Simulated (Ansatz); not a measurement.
This session for an equation of state with a fit of CoSi2, space group Fm-3m with Ansatz 0.2.0 through its Python package holds a mistake.

Notebook, run cell by cell (the value of a cell's last expression is shown):

**Cell 1**
```python
import ansatz as az
import numpy as np
from pymatgen.analysis.eos import EOS
```

**Cell 2**
```python
vectors0 = np.array([
    [0.0, 2.678, 2.678],
    [2.678, 0.0, 2.678],
    [2.678, 2.678, 0.0],
])
sites = [
    ('Co', [0.0, 0.0, 0.0], 3.2),
    ('Si', [0.25, 0.25, 0.25], 0.0),
    ('Si', [0.75, 0.75, 0.75], 0.0),
]
```

**Cell 3**
```python
def on_lattice(cell):
    crystal = az.Crystal(lattice=az.Lattice.of(cell))
    for symbol, position, moment in sites:
        crystal = crystal.atom(symbol, position, moment=moment or None)
    return crystal
```

**Cell 4**
```python
# uniform scaling of the cell
volumes, energies = [], []
for scale in np.linspace(0.95, 1.07, 5):
    cell = vectors0 * scale ** (1 / 3)
    setup = (
        on_lattice(cell).calculation()
        .occupations('Fermi-Dirac', width=0.05)
        .functional('pbesol')
        .basis(35)
        .spin(az.SpinTreatment.COLLINEAR)
        .scf(max_iterations=95)
        .kpoints(9, 9, 9)
    )
    data = setup.run(threads=1).report
    volumes.append(abs(np.linalg.det(cell)) / len(sites))
    energies.append(data['free_energy_ev'] / len(sites))
    print(f'V = {volumes[-1]:8.4f} A^3/atom  F = {energies[-1]:.5f} eV/atom')
```
Output:
```text
DeckWarning: basis.ecutwfc = 35 eV is below the records' recommended 420 eV, and the density's cutoff is lower with it unless basis.ecutrho_ratio is high enough to keep the records' density cutoff: compare with a run at a higher cutoff
DeckWarning: where an SCF of this run starts from atoms to list the orders of its open shells, Co (site 0, from 0) starts with 3.00 μB on its 3d shell, in the place of the 3.20 μB that the deck gives it: its open shells can hold no more by Hund's first rule. To start from spheres of the given moment, type scf.initial_density.shell_occupations: []
DeckWarning: basis.ecutrho_ratio 4 (ecutrho = 140 eV, dense FFT grid 8×8×8): the grid does not resolve the core-correction charge of Si (measure 1.29 e/Å^2.5), Co (0.45); warned from 0.08. The energy and each atom's force then go with where the atoms sit on the grid: on a 12-atom cubic HfO2 cell under PBE a rigid shift of all atoms moved the force on Hf by 0.18 eV/Å at 0.48, by 0.036 at 0.24 and by 0.007 at 0.11. If this deck is also warned that a cutoff or its ratio is below what is recommended, mend that before anything below. First try basis.xc_grid, which is 1 on this run (the dense grid itself), where it is not refused (2, then 3). Above 1 the core-correction charge is laid on the exchange–correlation grid, and this warning is never given, whether or not the level is enough: its absence clears nothing. Test the level that you keep as below, above all under a meta-GGA. That key's page has a check by the forces of two runs, which can only reject a level. A larger basis.ecutrho_ratio can raise measure and error alike: a --dry-run at basis.xc_grid: 1 prints this line at no cost. To test a result, follow "To test a result" on basis.ecutrho_ratio's page in the input reference, [...]
RunWarning: the starting moments were not kept: the SCF closed with an absolute magnetisation of 7.3e-8 μB, where they sum to 3.2 μB in size (1 site). That is at most 0.1 of that sum. Measured as dr2_m measures the in/out step, that magnetisation stands 4.1e-16 eV from none, at or under the dr2_threshold of 1.0e-7 eV: it is no larger than a step whose dr2_m would equal this threshold. The system may hold no moment; this SCF shows only that its start led to no more than that. To try another start: raise the starting moments (crystal.atoms[].spin, magnetization.per_species, magnetization.initial_magnetization, or on a non-collinear deck that types none of these the spinor_matrix: blocks that start its atoms; where the total moment is fixed, keep their sum and leave initial_magnetization as it is; typed ones take the place of any that the run laid by itself, positive ones on a crystal's lanthanoids without a Hubbard term where scf.initial_density.shell_occupations: [] is typed) or, if the notice of its spin-set hold's release reads "site moments contracting" or "site moments show no strong build", lengthen the hold (scf.mixing.spin_hold: { on: { confirm: 4 } }; for m-r²SCAN on two [...]
V =  12.1637 A^3/atom  F = -1453.58303 eV/atom
DeckWarning: basis.ecutrho_ratio 4 (ecutrho = 140 eV, dense FFT grid 8×8×8): the grid does not resolve the core-correction charge of Si (measure 1.33 e/Å^2.5), Co (0.45); warned from 0.08. The energy and each atom's force then go with where the atoms sit on the grid: on a 12-atom cubic HfO2 cell under PBE a rigid shift of all atoms moved the force on Hf by 0.18 eV/Å at 0.48, by 0.036 at 0.24 and by 0.007 at 0.11. If this deck is also warned that a cutoff or its ratio is below what is recommended, mend that before anything below. First try basis.xc_grid, which is 1 on this run (the dense grid itself), where it is not refused (2, then 3). Above 1 the core-correction charge is laid on the exchange–correlation grid, and this warning is never given, whether or not the level is enough: its absence clears nothing. Test the level that you keep as below, above all under a meta-GGA. That key's page has a check by the forces of two runs, which can only reject a level. A larger basis.ecutrho_ratio can raise measure and error alike: a --dry-run at basis.xc_grid: 1 prints this line at no cost. To test a result, follow "To test a result" on basis.ecutrho_ratio's page in the input reference, [...]
V =  12.5478 A^3/atom  F = -1457.05836 eV/atom
DeckWarning: basis.ecutrho_ratio 4 (ecutrho = 140 eV, dense FFT grid 8×8×8): the grid does not resolve the core-correction charge of Si (measure 1.38 e/Å^2.5), Co (0.44); warned from 0.08. The energy and each atom's force then go with where the atoms sit on the grid: on a 12-atom cubic HfO2 cell under PBE a rigid shift of all atoms moved the force on Hf by 0.18 eV/Å at 0.48, by 0.036 at 0.24 and by 0.007 at 0.11. If this deck is also warned that a cutoff or its ratio is below what is recommended, mend that before anything below. First try basis.xc_grid, which is 1 on this run (the dense grid itself), where it is not refused (2, then 3). Above 1 the core-correction charge is laid on the exchange–correlation grid, and this warning is never given, whether or not the level is enough: its absence clears nothing. Test the level that you keep as below, above all under a meta-GGA. That key's page has a check by the forces of two runs, which can only reject a level. A larger basis.ecutrho_ratio can raise measure and error alike: a --dry-run at basis.xc_grid: 1 prints this line at no cost. To test a result, follow "To test a result" on basis.ecutrho_ratio's page in the input reference, [...]
V =  12.9319 A^3/atom  F = -1458.18002 eV/atom
DeckWarning: basis.ecutrho_ratio 4 (ecutrho = 140 eV, dense FFT grid 8×8×8): the grid does not resolve the core-correction charge of Si (measure 1.42 e/Å^2.5), Co (0.44); warned from 0.08. The energy and each atom's force then go with where the atoms sit on the grid: on a 12-atom cubic HfO2 cell under PBE a rigid shift of all atoms moved the force on Hf by 0.18 eV/Å at 0.48, by 0.036 at 0.24 and by 0.007 at 0.11. If this deck is also warned that a cutoff or its ratio is below what is recommended, mend that before anything below. First try basis.xc_grid, which is 1 on this run (the dense grid itself), where it is not refused (2, then 3). Above 1 the core-correction charge is laid on the exchange–correlation grid, and this warning is never given, whether or not the level is enough: its absence clears nothing. Test the level that you keep as below, above all under a meta-GGA. That key's page has a check by the forces of two runs, which can only reject a level. A larger basis.ecutrho_ratio can raise measure and error alike: a --dry-run at basis.xc_grid: 1 prints this line at no cost. To test a result, follow "To test a result" on basis.ecutrho_ratio's page in the input reference, [...]
V =  13.3160 A^3/atom  F = -1458.25343 eV/atom
DeckWarning: basis.ecutrho_ratio 4 (ecutrho = 140 eV, dense FFT grid 8×8×8): the grid does not resolve the core-correction charge of Si (measure 1.46 e/Å^2.5), Co (0.44); warned from 0.08. The energy and each atom's force then go with where the atoms sit on the grid: on a 12-atom cubic HfO2 cell under PBE a rigid shift of all atoms moved the force on Hf by 0.18 eV/Å at 0.48, by 0.036 at 0.24 and by 0.007 at 0.11. If this deck is also warned that a cutoff or its ratio is below what is recommended, mend that before anything below. First try basis.xc_grid, which is 1 on this run (the dense grid itself), where it is not refused (2, then 3). Above 1 the core-correction charge is laid on the exchange–correlation grid, and this warning is never given, whether or not the level is enough: its absence clears nothing. Test the level that you keep as below, above all under a meta-GGA. That key's page has a check by the forces of two runs, which can only reject a level. A larger basis.ecutrho_ratio can raise measure and error alike: a --dry-run at basis.xc_grid: 1 prints this line at no cost. To test a result, follow "To test a result" on basis.ecutrho_ratio's page in the input reference, [...]
V =  13.7001 A^3/atom  F = -1459.33516 eV/atom
```

**Cell 5**
```python
for form in ['vinet', 'murnaghan']:
    fit = EOS(eos_name=form).fit(volumes, energies)
    print(f'{form:18s} V0 {fit.v0:8.4f} A^3/atom  B0 {fit.b0_GPa:7.1f} GPa  B1 {fit.b1:5.2f}')
```
Output:
```text
RuntimeWarning: Number of calls to function has reached maxfev = 1000.
Traceback (most recent call last):
  File "<cell 5>", line 2, in <module>
    fit = EOS(eos_name=form).fit(volumes, energies)
  ...
pymatgen.analysis.eos.EOSError: Optimal parameters not found
```

What is wrong, and how is it mended?

The fault: a cutoff meant in rydberg is read as eV, so the basis is far too small. Mended:

```diff
--- before
+++ after
@@
         .functional('pbesol')
-        .basis(35)
+        .basis(34 * az.Ry)
         .spin(az.SpinTreatment.COLLINEAR)
```

The cells in order, each with its output:

(earlier cells as before)

```python
# uniform scaling of the cell
volumes, energies = [], []
for scale in np.linspace(0.95, 1.07, 5):
    cell = vectors0 * scale ** (1 / 3)
    setup = (
        on_lattice(cell).calculation()
        .occupations('Fermi-Dirac', width=0.05)
        .functional('pbesol')
        .basis(34 * az.Ry)
        .spin(az.SpinTreatment.COLLINEAR)
        .scf(max_iterations=95)
        .kpoints(9, 9, 9)
    )
    data = setup.run(threads=1).report
    volumes.append(abs(np.linalg.det(cell)) / len(sites))
    energies.append(data['free_energy_ev'] / len(sites))
    print(f'V = {volumes[-1]:8.4f} A^3/atom  F = {energies[-1]:.5f} eV/atom')
```

    DeckWarning: where an SCF of this run starts from atoms to list the orders of its open shells, Co (site 0, from 0) starts with 3.00 μB on its 3d shell, in the place of the 3.20 μB that the deck gives it: its open shells can hold no more by Hund's first rule. [...]
    RunWarning: the starting moments were not kept: the SCF closed with an absolute magnetisation of 5.4e-7 μB, where they sum to 3.2 μB in size (1 site). That is at most 0.1 of that sum. Measured as dr2_m measures the in/out step, that magnetisation stands [...]
    V =  12.1637 A^3/atom  F = -2112.56822 eV/atom
    V =  12.5478 A^3/atom  F = -2112.57376 eV/atom
    V =  12.9319 A^3/atom  F = -2112.56529 eV/atom
    V =  13.3160 A^3/atom  F = -2112.54501 eV/atom
    V =  13.7001 A^3/atom  F = -2112.51478 eV/atom

```python
for form in ['vinet', 'murnaghan']:
    fit = EOS(eos_name=form).fit(volumes, energies)
    print(f'{form:18s} V0 {fit.v0:8.4f} A^3/atom  B0 {fit.b0_GPa:7.1f} GPa  B1 {fit.b1:5.2f}')
```

    vinet              V0  12.4973 A^3/atom  B0   194.0 GPa  B1  4.52
    murnaghan          V0  12.4968 A^3/atom  B0   194.3 GPa  B1  4.75

Total energies depend on the potentials; only differences at equal settings carry meaning. The SCF didn't keep the moments it started from (some shrank, vanished or turned); what is printed is the state reached. The mesh is modest for a metal, so energies can be off by several to tens of meV an atom and pressures by half a GPa or more; differences at equal mesh fare better. Of the deposited cell: the entry's cell lengths or inner coordinates differ somewhat from later room-temperature determinations. The starting cell is as deposited in a crystallographic database; the results hold for this polymorph, which needn't be the stable one. Warnings are shown shortened and without file and line. Processor time in the engine: 16 s on 1 thread of Intel(R) Xeon(R) Processor @ 2.30GHz, with other jobs on the host, peak memory 0.63 GiB.
